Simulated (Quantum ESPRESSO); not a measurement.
The system is SiC4.

```xyz
5
Lattice="-2.1882 2.1882 2.1882 2.1882 -2.1882 2.1882 2.1882 2.1882 -2.1882" Properties=species:S:1:pos:R:3 pbc="T T T"
Si    0.0000    0.0000    0.0000
C     1.0941    1.0941   -1.0941
C     1.0941   -1.0941    1.0941
C    -1.0941    1.0941    1.0941
C     1.0941    1.0941    1.0941
```

The cell was built by a generator and needn't be a form met in nature.

```yaml
Program: Quantum ESPRESSO 7.5
Task: phonons
Functional: PBE
Potentials_or_basis: GBRV 1.5 PBE
Cutoff: 612 eV
Density_cutoff: 4898 eV
k_mesh: 9 × 9 × 9
Occupations: gaussian, width 0.272 eV
Spin: no spin polarisation
Mixing_beta: 0.5
Most_SCF_iterations: 120
SCF_threshold: 1e-09 Ry
```

Problem. Where do the zone-centre optical modes lie?

Solution. T1u at 576i cm⁻¹ (IR); T2u at 519i cm⁻¹ (silent); Eu at 374 cm⁻¹ (silent); A2u at 792 cm⁻¹ (silent); T1u at 877 cm⁻¹ (IR). Imaginary frequencies mark an instability of this cell.

Optical modes at Γ, degenerate ones joined:
```csv
cm⁻¹,components,symmetry,active in
576i,3,T1u,IR
519i,3,T2u,silent
374,2,Eu,silent
792,1,A2u,silent
877,3,T1u,IR
```

Caveat: some modes are imaginary.
